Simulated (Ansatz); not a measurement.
ClGeH₄P, SMILES [PH2][GeH2][Cl], an active-space calculation

Program: the Python package of Ansatz (0.2.0).

Script `cas_clgeh4p.py`:
```python
"""Static correlation in ClGeH4P: natural occupations of an active space."""

import ansatz as az

BASIS_SET = "def2-SVP"

mol = (
    az.Crystal.molecule()
    .atom("P", (1.3756, -0.2289, -0.6753))
    .atom("Ge", (-0.758, 0.2441, -0.0091))
    .atom("Cl", (-2.1034, -1.2705, -0.773))
    .atom("H", (1.5081, -1.3573, 0.2298))
    .atom("H", (1.9746, 0.7213, 0.2459))
    .atom("H", (-1.1748, 1.6325, -0.5579))
    .atom("H", (-0.8221, 0.2588, 1.5396))
)

calc = mol.calculation()
calc = calc.basis(gaussian=BASIS_SET)
calc = calc.correlation(active_electrons=6, active_orbitals=7)
for method in [None, "sc_nevpt2"]:
    summary = (calc if method is None else calc.correlation(method)).run(threads=1).report
    space = summary["configurations"]
    state = space["states"][0]
    print(method or "casscf", f"total {summary['free_energy_ev'] / 27.211386246:.6f} Ha, active-space state {state['energy']['hartree']:.6f} Ha, mean field {summary['reference_energy_ev'] / 27.211386246:.6f} Ha")
    print("  determinants", state["n_determinants"], " natural occupations", [round(n, 3) for n in space["natural_occupations"]])
print("effectively unpaired electrons, sum of min(n, 2 - n):", round(sum(min(n, 2 - n) for n in space["natural_occupations"]), 3))
```

Running `python cas_clgeh4p.py` prints:
```text
casscf total -2877.512728 Ha, active-space state -2877.512728 Ha, mean field -2877.458623 Ha
  determinants 1225  natural occupations [1.981, 1.971, 1.964, 0.031, 0.03, 0.013, 0.011]
sc_nevpt2 total -2877.945067 Ha, active-space state -2877.512650 Ha, mean field -2877.458623 Ha
  determinants 1225  natural occupations [1.981, 1.971, 1.964, 0.031, 0.03, 0.013, 0.011]
effectively unpaired electrons, sum of min(n, 2 - n): 0.168
```

Notes:
- Total energies depend on the basis set; only differences at equal settings carry meaning.
- The geometry is a force-field or estimated start, not a minimum of this method, and the basis set is short of its limit. The active space starts as a window about the frontier orbitals and is then optimised, not chosen by chemistry.
- Finished in 85 s on 1 thread of Arm Neoverse V1 (shared host), peak memory 0.33 GiB.
